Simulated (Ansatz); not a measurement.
# Ag: the cost of one run

Method: DFT PBEsol, scalar-relativistic, plane waves, PAW, in Ansatz 0.2.0.

2 further runs of the same task are left out: 1 that didn't finish, 1 set aside as unsound or not needed.

### Step 1. Starting point

It takes space group P6_3/mmc (No. 194, hexagonal). Conventional cell: a = 2.930 Å, b = 2.930 Å, c = 4.790 Å, α = 90.00°, β = 90.00°, γ = 120.00°. Ag (site symmetry -6m2) has 12 Ag at 2.93 Å as nearest neighbours.

Coordinates:

```cif
data_structure
_symmetry_space_group_name_H-M 'P 1'
_symmetry_Int_Tables_number 1
_cell_length_a 2.9300
_cell_length_b 2.9300
_cell_length_c 4.7900
_cell_angle_alpha 90.000
_cell_angle_beta 90.000
_cell_angle_gamma 120.000
_cell_volume 35.61
loop_
_atom_site_label
_atom_site_type_symbol
_atom_site_fract_x
_atom_site_fract_y
_atom_site_fract_z
_atom_site_occupancy
Ag1 Ag 0.33333 0.66667 0.25000 1
Ag2 Ag 0.66667 0.33333 0.75000 1
```

The structure comes from the Crystallography Open Database.

### Step 2. One atom moved

Against the listed cell: atom 1 (Ag) moved by 0.15 Å.

Input file input.yaml:

```yaml
crystal:
  lattice:
    - [2.9299980804, 0.0, 0.0]
    - [-1.4649990402, 2.5374527707, 0.0]
    - [0.0, 0.0, 4.79]
  atoms:
    - { symbol: Ag, position: [0.2873750342, 0.6283132435, 0.2673048017] }
    - { symbol: Ag, position: [0.6666666667, 0.3333333333, 0.75] }
basis:
  ecutwfc: 420
kpoints:
  mp_grid: { grid: [15, 15, 8] }
hamiltonian:
  xc: pbesol
scf:
  occupations: { method: gaussian, width: 0.1 }
output:
  forces: true
  stress: true
  eigenvalues: true
  populations: true
```

Command:

```console
$ ansatz run input.yaml --threads 1 --pin off --max-ram 1331MiB --backend cpu --events-out ev --progress --plain --runs-dir out
```

What time and memory should one allow on 1 thread of an x86-64 CPU, shared host?

About 81 s, with a peak of 0.74 GiB.
